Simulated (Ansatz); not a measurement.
# BGaH4SSe: from a rough start to a stationary point

What shape does BGaH4SSe take? The plan is to relax it, then compute its harmonic vibrations to see whether it is a minimum and to get the zero-point energy and entropy, and look at its orbitals and charge.

Computed with Ansatz 0.2.0, Gaussian basis. Level: RKS PBE0-D4/def2-TZVP.

Plan: relaxation at PBE0-D4/def2-TZVP; harmonic vibrations at the same level; a single point in def2-TZVPP for the fields.

**1. Where the work starts**

8 atoms, charge 0, spin multiplicity 1.

Atoms are counted from 1 here; the program's logs count them from 0.

Bond lengths: S1–Ga2 2.240 Å, S1–H5 1.328 Å, Ga2–B3 2.107 Å, Ga2–H6 1.616 Å, B3–Se4 1.854 Å, B3–H7 1.170 Å, Se4–H8 1.464 Å. Angles: Ga2–S1–H5 92.7°, S1–Ga2–B3 123.1°, S1–Ga2–H6 109.6°, B3–Ga2–H6 127.2°, Ga2–B3–Se4 112.7°, Ga2–B3–H7 126.0°, Se4–B3–H7 121.3°, B3–Se4–H8 102.2°.

Geometry (Å):

```xyz
8

S    -0.86277    1.69308   -1.73088
Ga    0.43204    0.95306   -0.05935
B     0.39570   -1.03719    0.63120
Se   -1.21644   -1.88592    0.28762
H    -0.38046    2.92666   -1.64073
H     1.35046    2.16267    0.49209
H     1.27115   -1.59304    1.17243
H    -0.98969   -3.21932    0.84764
```

The start is a GFN2-xTB geometry.

**2. Geometry optimisation, PBE0-D4/def2-TZVP**

Input file in.yaml:

```yaml
crystal:
  periodic: [false, false, false]
  atoms:
    - {symbol: S, position_ang: [-0.862770, 1.693080, -1.730880]}
    - {symbol: Ga, position_ang: [0.432040, 0.953060, -0.059350]}
    - {symbol: B, position_ang: [0.395700, -1.037190, 0.631200]}
    - {symbol: Se, position_ang: [-1.216440, -1.885920, 0.287620]}
    - {symbol: H, position_ang: [-0.380460, 2.926660, -1.640730]}
    - {symbol: H, position_ang: [1.350460, 2.162670, 0.492090]}
    - {symbol: H, position_ang: [1.271150, -1.593040, 1.172430]}
    - {symbol: H, position_ang: [-0.989690, -3.219320, 0.847640]}
basis:
  gaussian: {orbitals: def2-TZVP}
hamiltonian: {xc: pbe0, dispersion: d4}
relax: {f_tol: 0.005, max_steps: 150}
```

On the command line:

```sh
$ ansatz run in.yaml --threads 4 --pin off --events-out ev --progress --plain --max-ram 10444MiB
```

Further steps of the session: Harmonic vibrations; A single point for the fields.

Q: Predict the results of all the runs planned. Wanted: point group; shift from the start; total energy; dispersion term; dipole moment; lowest, highest wavenumber; zero-point energy; HOMO, LUMO.

As calculated:

```
                  quantity            value
               point group               C1
                     steps               17
shift from the start (rms)          0.452 Å
              total energy  -129286.9226 eV
           dispersion term         -188 meV
             dipole moment           1.65 D
lowest, highest wavenumber    24, 2718 cm⁻¹
         zero-point energy    23.5 kcal/mol
       entropy at 298.15 K  378.5 J/(mol K)
                HOMO, LUMO  -7.53, -2.07 eV
```

What this shows: The atoms moved 0.45 Å (rms) from the start; the bond that changed most is Ga2–H6, from 1.616 to 1.567 Å. No mode is imaginary: a true minimum at this level. The stiffest mode, 2718 cm⁻¹, is an S–H stretch, and 3 modes under 200 cm⁻¹ make the vibrational entropy uncertain. Harmonic hybrid wavenumbers usually lie a few per cent above measured fundamentals. The largest Mulliken charge, -0.35 e, sits on S1. The HOMO lies mostly on S1 80 %; H5 11 % and the LUMO on B3 45 %; Se4 16 %.
